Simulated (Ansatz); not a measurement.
# ZrTi3Si8: the cost of one run

Method: DFT PBE, scalar-relativistic, plane waves, PAW, unless a step names another level, in Ansatz 0.2.0.

### 1 The starting structure

Symmetry: C222, No. 21, orthorhombic system. Conventional cell: a = 8.393 Å, b = 8.679 Å, c = 4.886 Å, α = 90.00°, β = 90.00°, γ = 90.00°. Zr (site symmetry 222) has 10 Si at 2.66 to 2.88 Å as nearest neighbours. Ti (site symmetry 2) is surrounded by 10 Si at 2.58 to 2.85 Å. Ti (site symmetry 222) has 10 Si at 2.54 to 2.78 Å as nearest neighbours. Si (site symmetry 1) has 5 Si at 2.53 to 2.92 Å and 4 Ti at 2.54 to 2.85 Å and 1 Zr at 2.66 Å as nearest neighbours. Si (site symmetry 2) is surrounded by 3 Ti at 2.58 to 2.78 Å and 2 Si at 2.60 Å and 2 Zr at 2.83 Å. Si (site symmetry 2) has 5 Si at 2.53 to 2.85 Å and 4 Ti at 2.61 to 2.78 Å and 1 Zr at 2.88 Å as nearest neighbours.

Structure file:

```
CELL_PARAMETERS angstrom
4.19671 -4.33945 0.00000
4.19671 4.33945 0.00000
0.00000 0.00000 4.88582
ATOMIC_POSITIONS crystal
Zr 0.50000 0.50000 0.00000
Ti 0.00000 0.50000 0.75182
Ti 0.50000 0.00000 0.24818
Ti 0.00000 0.00000 0.50000
Si 0.84489 0.33369 0.25694
Si 0.33369 0.84489 0.74306
Si 0.15511 0.66631 0.25694
Si 0.66631 0.15511 0.74306
Si 0.66936 0.66936 0.50000
Si 0.15687 0.15687 0.00000
Si 0.33064 0.33064 0.50000
Si 0.84313 0.84313 0.00000
```

The cell was relaxed beforehand at this level, from a generated guess; it needn't be the stable form of this composition. At a tolerance of 0.05 Å it has space group C222 (No. 21); it has 14.83 Å³/atom, an uncorrected energy of -0.54 eV/atom over the elements and, on its mesh, gap none (metal).

### 2 Elastic constants, atoms relaxed

The input, input.yaml:

```yaml
crystal:
  lattice:
    - [4.1963342219, -4.3437581998, 0.0]
    - [4.1963342219, 4.3437581998, 0.0]
    - [0.0, 0.0, 4.8853017524]
  atoms:
    - { symbol: Zr, position: [0.5, 0.5, 0.0] }
    - { symbol: Ti, position: [0.0, 0.5, 0.7519657643] }
    - { symbol: Ti, position: [0.5, 0.0, 0.2480342357] }
    - { symbol: Ti, position: [0.0, 0.0, 0.5] }
    - { symbol: Si, position: [0.8453317519, 0.3342600537, 0.2570652291] }
    - { symbol: Si, position: [0.3342600537, 0.8453317519, 0.7429347709] }
    - { symbol: Si, position: [0.1546682481, 0.6657399463, 0.2570652291] }
    - { symbol: Si, position: [0.6657399463, 0.1546682481, 0.7429347709] }
    - { symbol: Si, position: [0.6687849165, 0.6687849165, 0.5] }
    - { symbol: Si, position: [0.1565055985, 0.1565055985, 0.0] }
    - { symbol: Si, position: [0.3312150835, 0.3312150835, 0.5] }
    - { symbol: Si, position: [0.8434944015, 0.8434944015, 0.0] }
basis:
  ecutwfc: 420
kpoints:
  mp_grid: { grid: [6, 6, 8] }
hamiltonian:
  xc: pbe
scf:
  occupations: { method: fermi_dirac, width: 0.15 }
output:
  forces: true
  stress: true
  eigenvalues: true
elastic:
  mode: relaxed_ion
  amplitude: 0.005
  stencil: two_point
```

Run with:

```console
$ ansatz run input.yaml --threads 4 --pin off --max-ram 8192MiB --backend cpu --events-out ev --progress --plain --runs-dir out
```

**Question.** How long does this run take on 4 threads of AMD EPYC 9R45 (Zen 5), shared host, and how much memory does it need?

About 13 min, with a peak of 1.3 GiB.
